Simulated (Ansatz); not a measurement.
# Cu, space group Cmcm: a relaxation of cell and ions

Computed with the Ansatz DFT code, driven from Python.

Typed at the interpreter:
```pycon
>>> import json
>>> import warnings
>>> import ansatz as az
>>> from ase import Atoms
>>> from ase.io import write
>>> import matplotlib.pyplot as plt
>>> import numpy as np
>>> def edges_and_angles(cell):
...     cell = np.asarray(cell)
...     a, b, c = np.linalg.norm(cell, axis=1)
...     cosines = cell[1] @ cell[2] / (b * c), cell[0] @ cell[2] / (a * c), cell[0] @ cell[1] / (a * b)
...     return (a, b, c, *np.degrees(np.arccos(cosines)))
...
>>> warnings.simplefilter('ignore', az.DeckWarning)
>>> crystal = (
...     az.Lattice.of((1.21846369, -3.97637801, 0.0), (1.21846369, 3.97637801, 0.0), (0.0, 0.0, 2.47549552))
...     .atom('Cu', (0.13386665, 0.86613335, 0.25))
...     .atom('Cu', (0.86613335, 0.13386665, 0.75))
... )
>>> len(crystal.resolved().sites)
2
>>> # edges free, angles fixed
>>> base = crystal.calculation()
>>> base = base.functional('LDA')
>>> base = base.pseudopotentials('paw')
>>> base = base.basis(21 * az.Ha)
>>> base = base.kpoints(spacing=0.2)
>>> base = base.occupations('fermi_dirac', width=0.1).relax(force_tolerance=0.03, fix_cell=['angles'])
>>> base = base.band_table()
>>> res = base.run(events_out='cu.ndjson')
>>> with open('cu.ndjson') as stream:
...     events = [json.loads(line) for line in stream]
...
>>> steps = [e['data'] for e in events if e['event'] == 'relax_step']
>>> data = res.report
>>> data['n_electrons']
38.0
>>> type(res).__name__, type(data).__name__
('RunOutcome', 'dict')
>>> data['kweights']
[0.0003924646781789639, 0.0007849293563579278, 0.0007849293563579278, 0.0007849293563579278, 0.0007849293563579278, 0.0007849293563579278, 0.0007849293563579278, 0.0015698587127158557, 0.0031397174254317113, 0.0031397174254317113, 0.0031397174254317113, 0.0031397174254317113, 0.0031397174254317113, 0.0031397174254317113, 0.0015698587127158557, [...]
>>> print('step   energy (eV)     max comp. (eV/A)   P (GPa)  SCF')
step   energy (eV)     max comp. (eV/A)   P (GPa)  SCF
>>> for s in steps:
...     print(f'{s["step"]:4d} {s["lagrangian_ev"]:15.5f} {s["allowed_force_max_ev_ang"]:12.4f} {s["pressure_gpa"]:10.3f} {s["n_scf"]:5d}')
...
   1    -13111.10390       0.0473     -7.512     6
   2    -13111.12517       0.0205     -3.995     6
   3    -13111.13246       0.0039      0.460     6
   4    -13111.13254       0.0001      0.004     6
   5    -13111.13243       0.0001      0.010     8
>>> first, last = steps[0], steps[-1]
>>> symbols = [site.symbol for site in res.lattice.sites]
>>> print(f'energy gained {first["lagrangian_ev"] - last["lagrangian_ev"]:.4f} eV in {len(steps) - 1} steps')
energy gained 0.0285 eV in 4 steps
>>> for label, vectors in (('before', first['cell_ang']), ('after', res.lattice.cell_ang)):
...     print(label, 'a b c (A) {:.4f} {:.4f} {:.4f}  angles {:.2f} {:.2f} {:.2f}'.format(*edges_and_angles(vectors)), f' V = {abs(np.linalg.det(vectors)):.3f} A^3')
...
before a b c (A) 4.1589 4.1589 2.4755  angles 90.00 90.00 145.93  V = 23.988 A^3
after a b c (A) 4.0875 4.0875 2.4387  angles 90.00 90.00 145.93  V = 22.827 A^3
>>> print('final stress xx yy zz (GPa, compression positive):', np.round(np.diag(data['stress_gpa']), 3) + 0.0)
final stress xx yy zz (GPa, compression positive): [ 0.237 -0.221  0.013]
>>> relaxed = Atoms(symbols, positions=[site.position_ang for site in res.lattice.sites], cell=res.lattice.cell_ang, pbc=True)
>>> write('relaxed.extxyz', relaxed, format='extxyz')
>>> fig, (top, bottom) = plt.subplots(2, 1, sharex=True, figsize=(4.5, 4))
>>> top.plot([s['lagrangian_ev'] - last['lagrangian_ev'] for s in steps], 'o-')
[<matplotlib.lines.Line2D object at 0x...>]
>>> top.set_ylabel('E - E(final) (eV)')
Text(0, 0.5, 'E - E(final) (eV)')
>>> bottom.semilogy([max(s['allowed_force_max_ev_ang'], 1e-6) for s in steps], 's-')
[<matplotlib.lines.Line2D object at 0x...>]
>>> bottom.set(xlabel='step', ylabel='largest force (eV/A)')
[Text(0.5, 0, 'step'), Text(0, 0.5, 'largest force (eV/A)')]
>>> fig.tight_layout()
>>> fig.savefig('relax.png', dpi=100)
>>> print('relaxed fractional positions')
relaxed fractional positions
>>> for site in res.lattice.sites:
...     print(f'  {site.symbol:2s}', ' '.join(f'{v % 1:8.5f}' for v in np.round(site.position_frac, 5)))
...
  Cu  0.13373  0.86627  0.25000
  Cu  0.86627  0.13373  0.75000
>>> energy = data['free_energy_ev']
>>> print('F of the Cu cell: {:.6f} eV = {:.6f} Ry = {:.6f} Ha'.format(energy, energy / 13.605693, energy / 27.211386))
F of the Cu cell: -13111.132425 eV = -963.650468 Ry = -481.825234 Ha
>>> print('Fermi level {:.4f} eV, {} k-points, {} symmetry operations'.format(data['fermi_energy_ev'], data['n_kpoints'], data['n_symmetry_ops']))
Fermi level 17.0550 eV, 399 k-points, 8 symmetry operations
>>> print(len(data['kpoints_frac']), 'irreducible k-points (fractions, weight)')
399 irreducible k-points (fractions, weight)
>>> for k, weight in list(zip(data['kpoints_frac'], data['kweights']))[:8]:
...     print('  {:8.4f} {:8.4f} {:8.4f}'.format(*k), f'{weight:10.6f}')
...
    0.0000   0.0000   0.0000   0.000392
    0.0000   0.0000   0.0769   0.000785
    0.0000   0.0000   0.1538   0.000785
    0.0000   0.0000   0.2308   0.000785
    0.0000   0.0000   0.3077   0.000785
    0.0000   0.0000   0.3846   0.000785
    0.0000   0.0000   0.4615   0.000785
    0.0000   0.0714   0.0000   0.001570
>>> gap = None if 'band_edges_ev' not in data else data['band_edges_ev'][1] - data['band_edges_ev'][0]
>>> print('gap on the k mesh:', 'withheld (metal, or smearing too wide to tell)' if gap is None else f'{gap:.3f} eV')
gap on the k mesh: withheld (metal, or smearing too wide to tell)
>>> print('lowest empty less highest filled band, by band count:', round(data['gap_by_band_count_ev'], 3), 'eV')
lowest empty less highest filled band, by band count: -5.366 eV
```

It writes `relaxed.extxyz`:
```text
2
Lattice="1.1975565739199656 -3.908148979200431 -1.0835197664839383e-81 1.1975565739199656 3.908148979200431 1.3124906164601136e-81 2.3259466735796384e-82 7.458185506930069e-82 2.438688963303647" Properties=species:S:1:pos:R:3 pbc="T T T"
Cu       1.19755657       2.86288923       0.60967224
Cu       1.19755657      -2.86288923       1.82901672
```

Total energies depend on the potentials; only differences at equal settings carry meaning. A total without «per atom» is that of the cell as typed. No spin polarisation was allowed. An absolute Fermi energy rests on an arbitrary zero of the periodic potential and has no direct meaning. Energies along a relaxation are free energies. Rows at an unchanged volume are solved on a plane-wave basis chosen afresh for that cell, so the energy jumps there and such rows are no steps of the walk. A gap by band count of zero or less means overlapping bands, a metal. Edges and angles are those of the cell as typed, here a primitive one, not of the conventional cell. This isn't the structure that Cu takes at ambient conditions. Levels are Kohn-Sham eigenvalues on this mesh. It ran for 66 s on 1 thread of Intel(R) Xeon(R) Processor @ 2.30GHz, on a shared host, peak memory 0.88 GiB.
